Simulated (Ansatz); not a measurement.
NaCl-LiCl random alloys, a few random alloy cells with their mixing energies

Computed with the Python package of Ansatz (0.2.0).

The cells in order, each with its output:

```python
from collections import Counter
import warnings

import ansatz as az
import numpy as np
```

```python
XC = "r2SCAN"
CUTOFF = 620
K_SPACING = 0.3
OCCUPATIONS = "fermi_dirac"
SMEARING_WIDTH = 0.01
```

```python
def rocksalt(a_site, b_site, a):
    return (
        az.Lattice.fcc(a)
        .space_group(225)
        .atom(a_site, [0, 0, 0])
        .atom(b_site, [0.5, 0.5, 0.5])
        .primitive()
    )
```

```python
A_FIRST, A_LAST = 5.62, 5.13
```

```python
def solve(name, crystal):
    calc = crystal.calculation()
    calc = calc.functional(XC)
    calc = calc.basis(CUTOFF)
    calc = calc.kpoints(spacing=K_SPACING)
    calc = calc.occupations(OCCUPATIONS, width=SMEARING_WIDTH)
    calc = calc.band_table()
    calc = calc.relax(force_tolerance=0.01, max_steps=40, cell=True)
    return calc.run(threads=1, backend="cpu")


def volume_per_atom(outcome):
    return abs(np.linalg.det(outcome.lattice.cell_ang)) / len(outcome.lattice.sites)
```

```python
def counts(outcome):
    return Counter(site.symbol for site in outcome.lattice.sites)
```

```python
def gap_ev(outcome):
    # nan where the run reports no band edges: a metal, overlapping bands, or a gap that is small against the smearing
    edges = outcome.report.get("band_edges_ev")
    return edges[1] - edges[0] if edges else float("nan")
```

```python
warnings.simplefilter("ignore", az.DeckWarning)
```

```python
phases = {"NaCl": rocksalt("Na", "Cl", A_FIRST), "LiCl": rocksalt("Li", "Cl", A_LAST)}
for k in [5]:
    a = A_FIRST + (A_LAST - A_FIRST) * k / 8
    supercell = rocksalt("Na", "Cl", a).supercell(2).resolved()
    for seed in [18, 20]:
        drawn = supercell.site_disorder().occupy("Na", Na=8 - k, Li=k).random(seed=seed)
        phases[f"Na{8 - k}Li{k} seed {seed}"] = drawn.crystal
```

```python
done = {}
for name, crystal in phases.items():
    done[name] = solve(name, crystal)
    print(f"{name}: {done[name].report['energy_sigma0_ev']:.4f} eV, {len(done[name].lattice.sites)} atoms")

# x is the share of the second element on the mixed sites; both end members stand on this same lattice
x = {name: counts(o)["Li"] / (counts(o)["Na"] + counts(o)["Li"]) for name, o in done.items()}
first, last = min(x, key=x.get), max(x, key=x.get)
energy = {name: o.report["energy_sigma0_ev"] / len(o.lattice.sites) for name, o in done.items()}
volume = {name: volume_per_atom(o) for name, o in done.items()}
rows = []
for name in sorted(done, key=x.get):
    line = lambda table: (1 - x[name]) * table[first] + x[name] * table[last]
    rows.append((name, x[name], 1000 * (energy[name] - line(energy)), volume[name], 100 * (volume[name] / line(volume) - 1), gap_ev(done[name])))
print("      cell       x(Li)  E_mix (meV/atom)  V (A^3/atom)  excess V (%)    gap (eV)")
for row in rows:
    print(f"{str(row[0]):>10}  {row[1]:10.3f}  {row[2]:+16.1f}  {row[3]:12.3f}  {row[4]:+12.2f}  {row[5]:10.2f}")
xs, gaps = np.array([row[1] for row in rows]), np.array([row[5] for row in rows])
bow = xs * (1 - xs)
if np.isfinite(gaps).all():
    print("bowing parameter of these cells", round(float(bow @ ((1 - xs) * gaps[0] + xs * gaps[-1] - gaps) / (bow @ bow)), 2), "eV")
```

    NaCl: -2576.3283 eV, 2 atoms
    LiCl: -1292.7938 eV, 2 atoms
    Na3Li5 seed 18: -14192.4993 eV, 16 atoms
    Na3Li5 seed 20: -14192.4993 eV, 16 atoms
          cell       x(Li)  E_mix (meV/atom)  V (A^3/atom)  excess V (%)    gap (eV)
          NaCl       0.000              +0.0        22.042         +0.00        5.97
    Na3Li5 seed 18       0.625             +28.4        18.910         +1.10        6.58
    Na3Li5 seed 20       0.625             +28.4        18.910         +1.10        6.58
          LiCl       1.000              +0.0        16.703         +0.00        7.29
    bowing parameter of these cells 0.91 eV

Total energies depend on the potentials; only differences at equal settings carry meaning. Along an axis with an odd division the mesh misses the point at one half; a gap read on a finite mesh is an upper bound on this functional's gap. Semilocal gaps usually lie well under measured ones. Levels are Kohn-Sham eigenvalues on this mesh. Cells of eight mixed sites are far from the random limit, and both end members stand on the same lattice, which need not be their own. Differences under 10 to 15 meV an atom lie within the error of mesh and functional. The cells are prototypes set up for this calculation and needn't exist. Finished in 11 min on 1 thread of Arm Neoverse V1 (shared host), peak memory 1.9 GiB.
